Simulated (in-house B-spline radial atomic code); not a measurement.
# Excitations of Nd¹⁴⁺ as exact exchange is dialled in

Aim: follow the lowest excitations, the threshold and the polarisability of Nd¹⁴⁺ as the share of exact exchange in a PBE hybrid goes from none to all.

The numbers are computed with in-house B-spline radial atomic code version 1 (linear response of a closed shell, each method with its own adiabatic kernel; spin-free one-electron X2C, finite nucleus; B-spline basis; no spin-orbit coupling, no double excitations; only terms of natural parity, (−1)^L, with L up to 3 are computed), except any that are marked as measured or tabulated.

**1. Starting point**

```
element       : neodymium (Z = 60)
charge        : +14
configuration : [Kr] 4d10
runs          : 0 % exact exchange; 10 % exact exchange; 20 % exact exchange; 30 % exact exchange; 40 % exact exchange; 50 % exact exchange; 60 % exact exchange; 70 % exact exchange; 80 % exact exchange; 90 % exact exchange; 100 % exact exchange
```

Outer shells as boxes (Hund's rule):

Nd¹⁴⁺
```
[Kr] core
4d [↑↓][↑↓][↑↓][↑↓][↑↓]
```

**2. 0 % exact exchange**

Input settings:

```ini
Z = 60
electrons = 46.0
configuration = [Kr] 4d10
hamiltonian = x2c
method = pbeh
box_radius = 7.51
exact_exchange_fraction = 0.0
rms_radius = 4.9123
intervals = 67
```

On the command line:

```sh
$ python run_td.py task.json out
```

The settings of every run stand in task.json; they run in order.

**3. 10 % exact exchange**

Settings: those of step 2 with these lines changed.

```diff
@@ -6,3 +6,3 @@
 box_radius = 7.51
-exact_exchange_fraction = 0.0
+exact_exchange_fraction = 0.1
 rms_radius = 4.9123
```

**4. 20 % exact exchange**

Settings: those of step 3 with these lines changed.

```diff
@@ -6,3 +6,3 @@
 box_radius = 7.51
-exact_exchange_fraction = 0.1
+exact_exchange_fraction = 0.2
 rms_radius = 4.9123
```

**5. 30 % exact exchange**

Settings: those of step 4 with these lines changed.

```diff
@@ -6,3 +6,3 @@
 box_radius = 7.51
-exact_exchange_fraction = 0.2
+exact_exchange_fraction = 0.3
 rms_radius = 4.9123
```

**6. 40 % exact exchange**

Settings: those of step 5 with these lines changed.

```diff
@@ -6,3 +6,3 @@
 box_radius = 7.51
-exact_exchange_fraction = 0.3
+exact_exchange_fraction = 0.4
 rms_radius = 4.9123
```

**7. 50 % exact exchange**

Settings: those of step 6 with these lines changed.

```diff
@@ -6,3 +6,3 @@
 box_radius = 7.51
-exact_exchange_fraction = 0.4
+exact_exchange_fraction = 0.5
 rms_radius = 4.9123
```

**8. 60 % exact exchange**

Settings: those of step 7 with these lines changed.

```diff
@@ -6,3 +6,3 @@
 box_radius = 7.51
-exact_exchange_fraction = 0.5
+exact_exchange_fraction = 0.6
 rms_radius = 4.9123
```

**9. 70 % exact exchange**

Settings: those of step 8 with these lines changed.

```diff
@@ -6,3 +6,3 @@
 box_radius = 7.51
-exact_exchange_fraction = 0.6
+exact_exchange_fraction = 0.7
 rms_radius = 4.9123
```

**10. 80 % exact exchange**

Settings: those of step 9 with these lines changed.

```diff
@@ -6,3 +6,3 @@
 box_radius = 7.51
-exact_exchange_fraction = 0.7
+exact_exchange_fraction = 0.8
 rms_radius = 4.9123
```

**11. 90 % exact exchange**

Settings: those of step 10 with these lines changed.

```diff
@@ -6,3 +6,3 @@
 box_radius = 7.51
-exact_exchange_fraction = 0.8
+exact_exchange_fraction = 0.9
 rms_radius = 4.9123
```

**12. 100 % exact exchange**

Settings: those of step 11 with these lines changed.

```diff
@@ -6,3 +6,3 @@
 box_radius = 7.51
-exact_exchange_fraction = 0.9
+exact_exchange_fraction = 1.0
 rms_radius = 4.9123
```

What does the calculation give? Wanted: for each run, threshold; 4d→5p ¹P; 4d→4f ³P, Tamm-Dancoff; α; C6.

The runs gave:

| run | threshold (eV) | 4d→5p ¹P (eV) | 4d→4f ³P, Tamm-Dancoff (eV) | α (bohr³) | C6 (hartree bohr⁶) | time |
| --- | --- | --- | --- | --- | --- | --- |
| 0 % exact exchange | 375.20 | 150.87 | 119.90 | 0.3200 | 0.4913 | 1.2 s |
| 10 % exact exchange | 377.11 | 151.56 | 119.90 | 0.3196 | 0.4904 | 1.7 s |
| 20 % exact exchange | 379.01 | 152.24 | 119.90 | 0.3192 | 0.4896 | 1.7 s |
| 30 % exact exchange | 380.91 | 152.89 | 119.90 | 0.3188 | 0.4887 | 1.7 s |
| 40 % exact exchange | 382.82 | 153.45 | 119.90 | 0.3184 | 0.4878 | 1.7 s |
| 50 % exact exchange | 384.72 | - | 119.89 | 0.3180 | 0.4870 | 1.7 s |
| 60 % exact exchange | 386.63 | - | 119.89 | 0.3176 | 0.4861 | 1.7 s |
| 70 % exact exchange | 388.53 | - | 119.89 | 0.3173 | 0.4853 | 1.6 s |
| 80 % exact exchange | 390.44 | - | 119.88 | 0.3169 | 0.4845 | 1.6 s |
| 90 % exact exchange | 392.34 | - | 119.88 | 0.3165 | 0.4836 | 1.6 s |
| 100 % exact exchange | 394.25 | - | 119.88 | 0.3161 | 0.4828 | 1.6 s |

From 0 % exact exchange to 100 % exact exchange the threshold goes from 375.20 to 394.25 eV and α from 0.320 to 0.316 bohr³. 4d→5p ¹P moves from 150.87 eV (0 % exact exchange) to 153.45 eV (40 % exact exchange). 4d→4f ³P moves from 119.90 eV (0 % exact exchange) to 119.88 eV (100 % exact exchange). Exact exchange removes self-interaction, which deepens the highest level. Spin-orbit coupling, absent here, splits and mixes these terms strongly in an ion this highly charged, so they need not match single real levels.
